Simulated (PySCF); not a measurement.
# [OsOF3]+: forces at shaken geometries

Aim: move all atoms of relaxed [OsOF3]+ at random and read energies and forces. It is a constructed species; whether it can be made isn't addressed.

The runs use PySCF 2.14.0; B3LYP, Os def2-SVP with ECP60, O def2-SVP, F def2-SVP; scalar-relativistic core potentials, no spin–orbit coupling.

2 further runs of the same task are left out: 2 for a known fault of the program.

### Step 1. Where the work starts

5 atoms, charge 1, spin multiplicity 3.

Bond lengths: Os1–O2 1.655 Å, Os1–F3 1.829 Å, Os1–F4 1.822 Å, Os1–F5 1.822 Å. Angles: O2–Os1–F3 118.4°, O2–Os1–F4 112.5°, O2–Os1–F5 112.5°, F3–Os1–F4 93.7°, F3–Os1–F5 93.7°, F4–Os1–F5 123.5°.

Coordinates:

```xyz
5
F3OOs
Os    0.0683    0.0401   -0.0352
O     1.0133    0.9816    0.9439
F    -1.1045   -1.1242    0.7482
F     1.0164   -1.2823   -0.8556
F    -1.2472    0.9945   -0.8594
```

Formal oxidation states: Os +6. An earlier session relaxed this geometry at B3LYP, Os def2-SVP with ECP60, O def2-SVP, F def2-SVP (triplet, point group Cs).

Its energy there is -464.800790 Eh.

### Step 2. Atoms moved at random, σ = 0.15 Å

run.py (the lines that set the calculation)

```python
mol = gto.M(atom='''
Os    -0.02962     0.02606    -0.07335
O      1.10613     0.84230     0.94589
F     -1.22236    -1.14102     1.02458
F      1.16342    -1.25611    -1.27016
F     -1.27137     1.13848    -0.68509''',
    basis={'Os': 'def2-SVP', 'O': 'def2-SVP', 'F': 'def2-SVP'},
    ecp={'Os': 'def2-SVP'},
    charge=1, spin=2)
mf = dft.UKS(mol, xc='B3LYP')
mf.grids.atom_grid = (50, 194)
mf = mf.density_fit()  # fitting sets: Os def2-universal-JKFIT, O def2-universal-JKFIT, F def2-universal-JKFIT
mf.conv_tol = 1e-08; mf.max_cycle = 55
mf.kernel(dm0)  # dm0: the density of the relaxed state
```

The run is started by

```bash
OMP_NUM_THREADS=2 python run.py
```

The program printed:

```text
init E= -464.382306378282
  HOMO = -0.693422447781  LUMO = -0.595986153539  gap/eV = 2.65138
cycle= 1 E= -464.685781988064  delta_E= -0.303  |g|= 0.355  |ddm|= 0.647
  HOMO = -0.531591408711  LUMO = -0.432303792661  gap/eV = 2.70175
cycle= 2 E= -464.231780620125  delta_E= 0.454  |g|= 1.09  |ddm|= 0.97
  HOMO = -0.584677031909  LUMO = -0.477561137578  gap/eV = 2.91477
cycle= 3 E= -464.716619666698  delta_E= -0.485  |g|= 0.237  |ddm|= 0.803
  HOMO = -0.595947400099  LUMO = -0.486953383434  gap/eV = 2.96588
cycle= 4 E= -464.735053316365  delta_E= -0.0184  |g|= 0.101  |ddm|= 0.213
  HOMO = -0.60126447406  LUMO = -0.491232866035  gap/eV = 2.99411
cycle= 5 E= -464.738138808805  delta_E= -0.00309  |g|= 0.0484  |ddm|= 0.0904
  HOMO = -0.600857550922  LUMO = -0.49018710772  gap/eV = 3.01150
cycle= 6 E= -464.738866238815  delta_E= -0.000727  |g|= 0.0254  |ddm|= 0.0494
  HOMO = -0.599971258321  LUMO = -0.488841705479  gap/eV = 3.02399
cycle= 7 E= -464.739167046625  delta_E= -0.000301  |g|= 0.00591  |ddm|= 0.0251
  HOMO = -0.599791325492  LUMO = -0.488402620551  gap/eV = 3.03104
cycle= 8 E= -464.739188521761  delta_E= -2.15e-05  |g|= 0.00724  |ddm|= 0.0133
  HOMO = -0.600248999046  LUMO = -0.488619964875  gap/eV = 3.03758
cycle= 9 E= -464.739235758675  delta_E= -4.72e-05  |g|= 0.00247  |ddm|= 0.015
  HOMO = -0.600120417002  LUMO = -0.488277628326  gap/eV = 3.04340
cycle= 10 E= -464.739259187097  delta_E= -2.34e-05  |g|= 0.00091  |ddm|= 0.0176
  HOMO = -0.600174903992  LUMO = -0.488318592416  gap/eV = 3.04377
cycle= 11 E= -464.7392634772  delta_E= -4.29e-06  |g|= 0.00063  |ddm|= 0.00625
  HOMO = -0.600152892724  LUMO = -0.488284362679  gap/eV = 3.04410
cycle= 12 E= -464.739265369972  delta_E= -1.89e-06  |g|= 0.00033  |ddm|= 0.00414
  HOMO = -0.600170290262  LUMO = -0.488283471703  gap/eV = 3.04460
cycle= 13 E= -464.739266327138  delta_E= -9.57e-07  |g|= 0.000191  |ddm|= 0.00436
  HOMO = -0.600164628029  LUMO = -0.48827646077  gap/eV = 3.04463
cycle= 14 E= -464.7392664357  delta_E= -1.09e-07  |g|= 8.42e-05  |ddm|= 0.00106
  HOMO = -0.600171559974  LUMO = -0.488274764554  gap/eV = 3.04487
cycle= 15 E= -464.739266496127  delta_E= -6.04e-08  |g|= 3.2e-05  |ddm|= 0.00127
  HOMO = -0.60017229965  LUMO = -0.488274831097  gap/eV = 3.04489
cycle= 16 E= -464.739266501885  delta_E= -5.76e-09  |g|= 1.55e-05  |ddm|= 0.000374
  HOMO = -0.60017091378  LUMO = -0.488274093435  gap/eV = 3.04487
Extra cycle  E= -464.739266502036  delta_E= -1.51e-10  |g|= 3.27e-05  |ddm|= 5.86e-05
converged SCF energy = -464.739266502036  <S^2> = 2.0213549  2S+1 = 3.014203
```

Wall time 4.3 s (2 threads of Arm Neoverse V1, shared host).

Result: E = -464.739267 Eh (+1.674 eV from the relaxed state), HOMO -16.33 eV, LUMO -13.29 eV (over both spins), ⟨S²⟩ = 2.021, Mulliken charge on Os1 +1.57 e, largest force component 4.484 eV/Å. 

```
atom      Fx      Fy  Fz (eV/Å)
 Os1   4.484  -4.266      2.327
  O2  -2.631  -1.609     -2.213
  F3   2.297   2.222     -2.350
  F4  -3.101   2.894      2.735
  F5  -1.048   0.759     -0.499
```

### Step 3. Atoms moved at random, σ = 0.1 Å

run.py (the lines that set the calculation)

```python
mol = gto.M(atom='''
Os     0.02256    -0.10946    -0.03156
O      0.96299     1.00581     0.92231
F     -1.18609    -1.07335     0.83812
F      1.12324    -1.24459    -0.77023
F     -1.17651     1.03128    -1.01676''',
    basis={'Os': 'def2-SVP', 'O': 'def2-SVP', 'F': 'def2-SVP'},
    ecp={'Os': 'def2-SVP'},
    charge=1, spin=2)
mf = dft.UKS(mol, xc='B3LYP')
mf.grids.atom_grid = (50, 194)
mf = mf.density_fit()  # fitting sets: Os def2-universal-JKFIT, O def2-universal-JKFIT, F def2-universal-JKFIT
mf.conv_tol = 1e-08; mf.max_cycle = 55
mf.kernel(dm0)  # dm0: the density of the relaxed state
```

The run is started by

```bash
OMP_NUM_THREADS=2 python run.py
```

The program printed:

```text
init E= -464.659300260927
  HOMO = -0.61378468095  LUMO = -0.51257165922  gap/eV = 2.75415
cycle= 1 E= -464.764357054166  delta_E= -0.105  |g|= 0.164  |ddm|= 0.521
  HOMO = -0.554746175292  LUMO = -0.443345066492  gap/eV = 3.03138
cycle= 2 E= -464.714215756903  delta_E= 0.0501  |g|= 0.404  |ddm|= 0.392
  HOMO = -0.565699214219  LUMO = -0.456576683049  gap/eV = 2.96938
cycle= 3 E= -464.768476439623  delta_E= -0.0543  |g|= 0.15  |ddm|= 0.317
  HOMO = -0.572865319197  LUMO = -0.464317110894  gap/eV = 2.95375
cycle= 4 E= -464.776028662151  delta_E= -0.00755  |g|= 0.0618  |ddm|= 0.128
  HOMO = -0.575600425479  LUMO = -0.4661171971  gap/eV = 2.97919
cycle= 5 E= -464.777595467897  delta_E= -0.00157  |g|= 0.00852  |ddm|= 0.0496
  HOMO = -0.574987231879  LUMO = -0.465162301276  gap/eV = 2.98849
cycle= 6 E= -464.777767760601  delta_E= -0.000172  |g|= 0.00995  |ddm|= 0.0365
  HOMO = -0.575147690774  LUMO = -0.465238462788  gap/eV = 2.99078
cycle= 7 E= -464.777865564689  delta_E= -9.78e-05  |g|= 0.00499  |ddm|= 0.0193
  HOMO = -0.575307456797  LUMO = -0.465188996044  gap/eV = 2.99648
cycle= 8 E= -464.777965020963  delta_E= -9.95e-05  |g|= 0.00324  |ddm|= 0.0324
  HOMO = -0.575451994737  LUMO = -0.465288886908  gap/eV = 2.99769
cycle= 9 E= -464.777995336379  delta_E= -3.03e-05  |g|= 0.00367  |ddm|= 0.0177
  HOMO = -0.575232442941  LUMO = -0.465030211646  gap/eV = 2.99876
cycle= 10 E= -464.778019728891  delta_E= -2.44e-05  |g|= 0.00108  |ddm|= 0.0209
  HOMO = -0.575238551878  LUMO = -0.465069990514  gap/eV = 2.99784
cycle= 11 E= -464.778022620798  delta_E= -2.89e-06  |g|= 0.000324  |ddm|= 0.00639
  HOMO = -0.575211169881  LUMO = -0.465036346318  gap/eV = 2.99801
cycle= 12 E= -464.778022985556  delta_E= -3.65e-07  |g|= 0.00013  |ddm|= 0.00234
  HOMO = -0.575220075225  LUMO = -0.465038110722  gap/eV = 2.99820
cycle= 13 E= -464.778023046602  delta_E= -6.1e-08  |g|= 0.000111  |ddm|= 0.000932
  HOMO = -0.575229177675  LUMO = -0.465050089212  gap/eV = 2.99813
cycle= 14 E= -464.778023062296  delta_E= -1.57e-08  |g|= 6.76e-05  |ddm|= 0.000433
  HOMO = -0.575221662097  LUMO = -0.465042931371  gap/eV = 2.99812
cycle= 15 E= -464.778023066286  delta_E= -3.99e-09  |g|= 2.12e-05  |ddm|= 0.000215
  HOMO = -0.57522277854  LUMO = -0.465045956515  gap/eV = 2.99806
Extra cycle  E= -464.778023064314  delta_E= 1.97e-09  |g|= 8.26e-05  |ddm|= 8.65e-05
converged SCF energy = -464.778023064314  <S^2> = 2.019602  2S+1 = 3.0130396
```

Run time: 4.2 s. Hardware: 2 threads of Arm Neoverse V1, shared host.

Result: E = -464.778023 Eh (+0.620 eV from the relaxed state), HOMO -15.65 eV, LUMO -12.65 eV (over both spins), ⟨S²⟩ = 2.020, Mulliken charge on Os1 +1.59 e, largest force component 7.471 eV/Å. 

| atom | Fx | Fy | Fz (eV/Å) |
| --- | --- | --- | --- |
| Os1 | 0.043 | 7.471 | 0.702 |
| O2 | -1.887 | -2.413 | -1.568 |
| F3 | -1.400 | -0.993 | 1.017 |
| F4 | 1.743 | -2.101 | -1.416 |
| F5 | 1.500 | -1.965 | 1.264 |

### Step 4. Atoms moved at random, σ = 0.03 Å

run.py (the lines that set the calculation)

```python
mol = gto.M(atom='''
Os     0.10704     0.05888    -0.05541
O      0.97830     0.98085     1.03656
F     -1.11871    -1.10549     0.72524
F      1.03251    -1.32476    -0.89475
F     -1.25295     1.00022    -0.86976''',
    basis={'Os': 'def2-SVP', 'O': 'def2-SVP', 'F': 'def2-SVP'},
    ecp={'Os': 'def2-SVP'},
    charge=1, spin=2)
mf = dft.UKS(mol, xc='B3LYP')
mf.grids.atom_grid = (50, 194)
mf = mf.density_fit()  # fitting sets: Os def2-universal-JKFIT, O def2-universal-JKFIT, F def2-universal-JKFIT
mf.conv_tol = 1e-08; mf.max_cycle = 55
mf.kernel(dm0)  # dm0: the density of the relaxed state
```

The run is started by

```bash
OMP_NUM_THREADS=2 python run.py
```

The program printed:

```text
init E= -464.710965544229
  HOMO = -0.610480254109  LUMO = -0.501965559249  gap/eV = 2.95284
cycle= 1 E= -464.795728993018  delta_E= -0.0848  |g|= 0.0486  |ddm|= 0.206
  HOMO = -0.582032724165  LUMO = -0.47412914134  gap/eV = 2.93621
cycle= 2 E= -464.790789899325  delta_E= 0.00494  |g|= 0.126  |ddm|= 0.127
  HOMO = -0.588773578981  LUMO = -0.479914831447  gap/eV = 2.96220
cycle= 3 E= -464.796936477717  delta_E= -0.00615  |g|= 0.0125  |ddm|= 0.0907
  HOMO = -0.590310597437  LUMO = -0.481481683844  gap/eV = 2.96139
cycle= 4 E= -464.796975598714  delta_E= -3.91e-05  |g|= 0.00809  |ddm|= 0.0124
  HOMO = -0.590345489166  LUMO = -0.481256671669  gap/eV = 2.96846
cycle= 5 E= -464.796991389289  delta_E= -1.58e-05  |g|= 0.00566  |ddm|= 0.00888
  HOMO = -0.590194419834  LUMO = -0.481212536214  gap/eV = 2.96555
cycle= 6 E= -464.796999631097  delta_E= -8.24e-06  |g|= 0.00456  |ddm|= 0.0066
  HOMO = -0.59011931969  LUMO = -0.48094521576  gap/eV = 2.97078
cycle= 7 E= -464.797007835226  delta_E= -8.2e-06  |g|= 0.00124  |ddm|= 0.00383
  HOMO = -0.590281934114  LUMO = -0.481096127764  gap/eV = 2.97110
cycle= 8 E= -464.79700902591  delta_E= -1.19e-06  |g|= 0.00023  |ddm|= 0.00218
  HOMO = -0.590271794855  LUMO = -0.481065842243  gap/eV = 2.97165
cycle= 9 E= -464.797009172416  delta_E= -1.47e-07  |g|= 8.03e-05  |ddm|= 0.00115
  HOMO = -0.59027233018  LUMO = -0.481063997725  gap/eV = 2.97171
cycle= 10 E= -464.797009178626  delta_E= -6.21e-09  |g|= 0.000104  |ddm|= 0.000209
  HOMO = -0.590277092915  LUMO = -0.48106737909  gap/eV = 2.97175
cycle= 11 E= -464.797009185538  delta_E= -6.91e-09  |g|= 2.85e-05  |ddm|= 0.000134
  HOMO = -0.590274729929  LUMO = -0.48106524175  gap/eV = 2.97174
Extra cycle  E= -464.797009186736  delta_E= -1.2e-09  |g|= 4.64e-05  |ddm|= 9.83e-05
converged SCF energy = -464.797009186736  <S^2> = 2.008332  2S+1 = 3.0055496
```

Wall time 3.7 s (2 threads of Arm Neoverse V1, shared host).

Read off: E = -464.797009 Eh (+0.103 eV from the relaxed state), HOMO -16.06 eV, LUMO -13.09 eV (over both spins), ⟨S²⟩ = 2.008, Mulliken charge on Os1 +1.60 e, largest force component 1.155 eV/Å. 

```csv
atom,Fx,Fy,Fz (eV/Å)
Os1,-0.637,-0.840,0.496
O2,-0.403,-0.641,-0.963
F3,0.797,0.651,-0.531
F4,-0.530,1.155,0.676
F5,0.773,-0.325,0.322
```

### Step 5. Results

| σ (Å) | energy rise (eV) | harmonic estimate −½ F·u (eV) | largest force component (eV/Å) |
| --- | --- | --- | --- |
| 0.15 | 1.674 | 1.458 | 4.48 |
| 0.1 | 0.620 | 0.535 | 7.47 |
| 0.03 | 0.103 | 0.103 | 1.15 |

Every displacement raises the energy. For a harmonic well the rise equals −½ F·u; the two differ by at most 14 % here (a move with σ = 0.1 Å), from anharmonicity, the grid and the small forces left at the relaxed point. These are double-zeta-type bases without diffuse functions. Spin–orbit coupling is left out for this open shell, where it can reorder the states. Open shells may have lower solutions than the one found.
